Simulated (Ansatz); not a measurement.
A nudged elastic band was laid between two geometries of a periodic cell of 17 atoms, Li (host Li, host structure bcc, interstitial Li).

Theory: DFT PBE-D3(BJ), scalar-relativistic, plane waves, PAW (Ansatz). Settings: cutoff 420 eV, k mesh 3x3x3, gaussian smearing 0.15 eV, no spin polarisation.

* movable images: 5
* climbing image: yes
* spring: 10.0 eV/Å²
* optimiser: quadratic models (default)
* start path: IDPP
* force threshold: 0.05 eV/Å
* iteration limit: 21
* end points: relaxed

Image 0:

```xyz
17
Lattice="6.9800 0.0000 0.0000 0.0000 6.9800 0.0000 0.0000 0.0000 6.9800" Properties=species:S:1:pos:R:3
Li 0.059 0.158 -0.061
Li 3.540 0.139 0.005
Li 0.366 3.164 -0.162
Li 0.099 0.004 3.579
Li 1.469 2.062 1.904
Li 3.446 3.390 0.123
Li 3.099 0.319 2.752
Li 5.379 1.867 1.801
Li -0.020 3.735 3.669
Li 1.608 5.210 1.588
Li 1.989 1.691 5.046
Li 3.508 3.639 3.454
Li 5.348 5.282 1.758
Li 5.220 1.868 5.115
Li 1.864 5.305 5.282
Li 5.613 4.788 6.018
Li 4.512 -0.765 4.407
```

Image 6:

```xyz
17
Lattice="6.9800 0.0000 0.0000 0.0000 6.9800 0.0000 0.0000 0.0000 6.9800" Properties=species:S:1:pos:R:3
Li -0.078 -0.011 0.105
Li 3.559 0.146 0.042
Li -0.185 3.751 -0.001
Li 0.742 0.357 3.113
Li 1.594 2.052 1.442
Li 3.660 3.185 0.362
Li 3.485 0.149 3.565
Li 5.416 1.676 1.977
Li 0.034 3.626 3.494
Li 1.903 5.219 1.637
Li 1.689 1.887 5.393
Li 3.364 3.353 3.435
Li 5.175 5.313 1.883
Li 5.374 1.866 5.231
Li 1.737 5.263 5.344
Li 4.457 4.775 5.573
Li 6.088 -0.774 4.509
```

**Question.** What changes between the two ends?

**Answer.** Contacts lost: Li1–Li16, Li2–Li7, Li2–Li17, Li9–Li16, Li12–Li17. Contacts made: Li1–Li17, Li3–Li13, Li9–Li17, Li12–Li16. The atom that moves furthest is Li17, by 1.58 Å.

**Question.** What energy profile does the band end with?

**Answer.** The forces met the threshold. The highest image is number 2 of 0 to 6, 0.001 eV above the ends, which have the same energy within 2 meV. The top lies less than 8 meV above the higher end, about what the thresholds resolve: that end is a shoulder or a very shallow well. The order of the stationary point at the top wasn't checked. Limits of this set-up: coarse k mesh.

| image | path coordinate (Å) | energy (eV) | Li1–Li16 (Å) | Li2–Li7 (Å) | Li2–Li17 (Å) |
| --- | --- | --- | --- | --- | --- |
| 0 | 0.00 | 0.000 | 2.89 | 2.79 | 2.90 |
| 1 | 0.79 | 0.001 | 3.08 | 2.83 | 3.05 |
| 2 | 1.57 | 0.001 | 3.32 | 2.99 | 3.09 |
| 3 | 2.36 | 0.000 | 3.72 | 3.15 | 3.09 |
| 4 | 3.15 | 0.001 | 3.86 | 3.32 | 3.22 |
| 5 | 3.93 | 0.000 | 3.72 | 3.40 | 3.50 |
| 6 | 4.72 | 0.001 | 3.62 | 3.46 | 3.68 |

**Question.** What is the geometry of the highest image?

**Answer.** 
```xyz
17
Lattice="6.9800 0.0000 0.0000 0.0000 6.9800 0.0000 0.0000 0.0000 6.9800" Properties=species:S:1:pos:R:3
Li 0.027 -0.051 -0.201
Li 3.560 0.143 0.010
Li 0.300 3.654 -0.146
Li 0.311 0.002 3.538
Li 1.280 1.900 1.771
Li 3.244 3.091 0.428
Li 3.257 0.535 2.956
Li 5.456 1.852 1.720
Li 0.001 3.797 3.661
Li 1.890 5.312 1.691
Li 1.919 1.839 5.172
Li 3.567 3.557 3.410
Li 5.371 5.332 1.716
Li 5.351 1.854 5.178
Li 2.096 5.332 5.203
Li 4.880 4.480 6.082
Li 4.896 -0.780 4.366
```

Time of the run: 9.5 min on 2 threads of Arm Neoverse N1, with other jobs on the host, peak memory 1.1 GiB.
